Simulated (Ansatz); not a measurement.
# CH6AlAs: small, medium and large basis sets

Aim: see how fast density functionals converge with the basis set for CH6AlAs.

The runs use Ansatz 0.2.0, Gaussian basis; one geometry, several basis sets.

Levels to be run: PBE0-D4/def2-SVP; ωB97M-V/def2-SVP; PBE0-D4/def2-QZVPP; ωB97M-V/def2-QZVPP; the functionals' def2-TZVPP values are taken from earlier runs.

**1. The geometry**

An earlier PBE0-D4 in a triple-zeta def2 set relaxation fixed the geometry.

9 atoms, charge 0, spin multiplicity 1.

Atoms are counted from 1 here; the program's logs count them from 0.

Bond lengths: C1–As2 1.985 Å, C1–H4 1.090 Å, C1–H5 1.090 Å, C1–H6 1.088 Å, As2–Al3 2.423 Å, As2–H7 1.524 Å, Al3–H8 1.588 Å, Al3–H9 1.590 Å. Angles: As2–C1–H4 108.3°, As2–C1–H5 107.9°, As2–C1–H6 113.4°, H4–C1–H5 108.6°, H4–C1–H6 109.5°, H5–C1–H6 109.1°, C1–As2–Al3 99.6°, C1–As2–H7 98.0°, Al3–As2–H7 91.7°, As2–Al3–H8 119.6°, As2–Al3–H9 120.0°, H8–Al3–H9 120.2°.

**2. PBE0-D4 in def2-SVP**

The input, in.yaml:

```yaml
crystal:
  periodic: [false, false, false]
  atoms:
    - {symbol: C, position_ang: [-0.475956, 1.159735, -0.848841]}
    - {symbol: As, position_ang: [0.508206, -0.554840, -1.021875]}
    - {symbol: Al, position_ang: [0.155295, -1.450075, 1.201594]}
    - {symbol: H, position_ang: [-0.278343, 1.758241, -1.737654]}
    - {symbol: H, position_ang: [-1.541235, 0.931503, -0.812604]}
    - {symbol: H, position_ang: [-0.203045, 1.727239, 0.038092]}
    - {symbol: H, position_ang: [1.894063, -0.044045, -0.644904]}
    - {symbol: H, position_ang: [1.212897, -2.461869, 1.818096]}
    - {symbol: H, position_ang: [-1.183383, -1.111991, 1.990999]}
basis:
  gaussian: {orbitals: def2-SVP}
hamiltonian: {xc: pbe0, dispersion: d4}
output: {orbitals: {seedname: orbitals}}
```

After this run come: ωB97M-V in def2-SVP; PBE0-D4 in def2-QZVPP; ωB97M-V in def2-QZVPP.

Q: Predict the results of all the runs planned. Wanted: PBE0-D4: double and triple zeta above quadruple; ωB97M-V: double and triple zeta above quadruple.

As calculated:

```
                                       quantity           value
PBE0-D4: double and triple zeta above quadruple  12.67, 1.58 eV
ωB97M-V: double and triple zeta above quadruple  12.72, 1.55 eV
```

**Reading.** PBE0-D4 gains 11.09 eV from double to triple zeta, then 1.58 eV more. These are total energies; as a rule much of such shifts cancels in differences, which this series doesn't test.
